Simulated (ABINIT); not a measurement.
Runs of ABINIT 10.8.3 (patched build) on Ba2Tl5V3O12. The typed cell holds 22 atoms: a = 6.653 Å, b = 8.840 Å, c = 9.892 Å, α = 71.07°, β = 73.99°, γ = 70.69°. The cell was built by a generator and needn't be a form met in nature.

```csv
task,level,U,cutoff (eV),fine-grid cutoff,double counting (usepawu),gap on the mesh (eV),pressure (GPa),moment (μB),largest force (eV/Å)
band structure,PBE,-,435,870.764 eV,-,2.90,-0.1,0.00,0.02
single point,PBE,-,490,979.61 eV,-,2.90,0.0,0.00,0.02
single point,PBEsol,-,490,979.61 eV,-,2.85,-2.6,0.00,0.38
single point,PBE+U,V d U = 3 eV,435,870.764 eV,1,2.92,0.7,0.00,0.33
single point,LDA,-,490,979.61 eV,-,2.80,(b),0.00,(a)
```

Alike in all rows: potentials or basis Ansatz PAW PBE generated set soft_1, frozen core; spin collinear, ferromagnetic start; cell as given; k mesh 2 × 2 × 2; smearing fermi-dirac 0.05 eV; the mesh is coarse, so values aren't converged.

**Question.** Fill in the values left out.

**Answer.** (a) 0.76; (b) -4.9.

Caveats: all runs use coarse meshes; the atomic spheres overlap; spin-orbit coupling is left out, which as a rule narrows the gap of such compounds by several tenths of an eV; the PAW data sets were made with another functional, which shifts forces and pressure a little (some runs).

A k mesh can miss the band edges, and the runs leave out spin-orbit coupling on Ba, Tl.

Not every run made on this cell is shown here.
